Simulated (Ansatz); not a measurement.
# ClFH₄SSi₂: up Jacob's ladder to CCSD(T)

The task here is to estimate one member of a computed series from the others.

Computed with Ansatz 0.2.0, Gaussian basis. Level: functionals in def2-TZVPP, the program's frozen cores in correlated methods.

The runs, in order: PBE-D4, r2SCAN-D4, PBE0-D4, B3LYP-D4, ωB97X-V, ωB97M-V, B2PLYP; CCSD(T)/def2-TZVPP; MP2/def2-QZVPP; extrapolation to the limit.

## The relaxed structure

All runs share one geometry, relaxed beforehand with PBE0-D4 in a triple-zeta def2 set.

SMILES `F[SiH2]S[SiH2]Cl`, 9 atoms, charge 0, spin multiplicity 1.

Atoms are counted from 1 here; the program's logs count them from 0.

Bond lengths: F1–Si2 1.596 Å, Si2–S3 2.123 Å, Si2–H6 1.479 Å, Si2–H7 1.477 Å, S3–Si4 2.129 Å, Si4–Cl5 2.050 Å, Si4–H8 1.479 Å, Si4–H9 1.477 Å. Angles: F1–Si2–S3 110.7°, F1–Si2–H6 107.3°, F1–Si2–H7 108.0°, S3–Si2–H6 110.5°, S3–Si2–H7 107.2°, H6–Si2–H7 113.3°, Si2–S3–Si4 97.6°, S3–Si4–Cl5 111.7°, S3–Si4–H8 110.4°, S3–Si4–H9 106.9°, Cl5–Si4–H8 107.3°, Cl5–Si4–H9 108.2°, H8–Si4–H9 112.3°.

As a file:

```xyz
9

F    -1.6784    1.0383    1.5462
Si   -1.1282   -0.3877    1.0882
S    -0.9540   -0.4812   -1.0260
Si    0.9757    0.4018   -1.1904
Cl    2.4676   -0.9696   -0.8783
H     0.1938   -0.5736    1.7250
H    -2.1175   -1.4084    1.4896
H     1.1422    1.4710   -0.1822
H     1.0989    0.9093   -2.5720
```

The first run:

in.yaml

```yaml
crystal:
  periodic: [false, false, false]
  atoms:
    - {symbol: F, position_ang: [-1.678390, 1.038323, 1.546205]}
    - {symbol: Si, position_ang: [-1.128230, -0.387675, 1.088211]}
    - {symbol: S, position_ang: [-0.954045, -0.481243, -1.026041]}
    - {symbol: Si, position_ang: [0.975717, 0.401796, -1.190433]}
    - {symbol: Cl, position_ang: [2.467565, -0.969556, -0.878346]}
    - {symbol: H, position_ang: [0.193791, -0.573588, 1.725025]}
    - {symbol: H, position_ang: [-2.117479, -1.408402, 1.489601]}
    - {symbol: H, position_ang: [1.142203, 1.470995, -0.182173]}
    - {symbol: H, position_ang: [1.098868, 0.909350, -2.572050]}
basis:
  gaussian: {orbitals: def2-TZVPP}
hamiltonian: {xc: pbe, dispersion: d4}
output: {forces: true, orbitals: {seedname: orbitals}}
```

Launch:

```bash
$ ansatz run in.yaml --threads 2 --pin off --events-out ev --progress --plain --max-ram 22528MiB --backend cpu
```

Among the steps run: PBE-D4 (GGA); r2SCAN-D4 (meta-GGA); PBE0-D4 (hybrid); B3LYP-D4 (hybrid); ωB97X-V (range-separated); ωB97M-V (range-separated); B2PLYP (double hybrid); CCSD(T) in def2-TZVPP; MP2 in def2-QZVPP.

One table of the session follows, with a row left open; its other results are not shown here.

It belongs to the step «Atomisation energies». 

| method | atomisation energy (kcal/mol) |
| --- | --- |
| PBE-D4 | 706.3 |
| r2SCAN-D4 | 709.8 |
| PBE0-D4 | 699.8 |
| B3LYP-D4 | 700.2 |
| ωB97X-V | 713.7 |
| ωB97M-V | 711.0 |
| B2PLYP | 693.7 |
| HF/def2-TZVPP | ? |
| MP2/def2-TZVPP | 700.3 |
| CCSD/def2-TZVPP | 676.0 |
| CCSD(T)/def2-TZVPP | 686.4 |
| MP2/CBS | 724.4 |
| CCSD(T)/CBS | 710.4 |

Q: Estimate the row for HF/def2-TZVPP from the others.

**Answer.** atomisation energy (kcal/mol): 530.4. In the column «atomisation energy (kcal/mol)» it is the lowest.
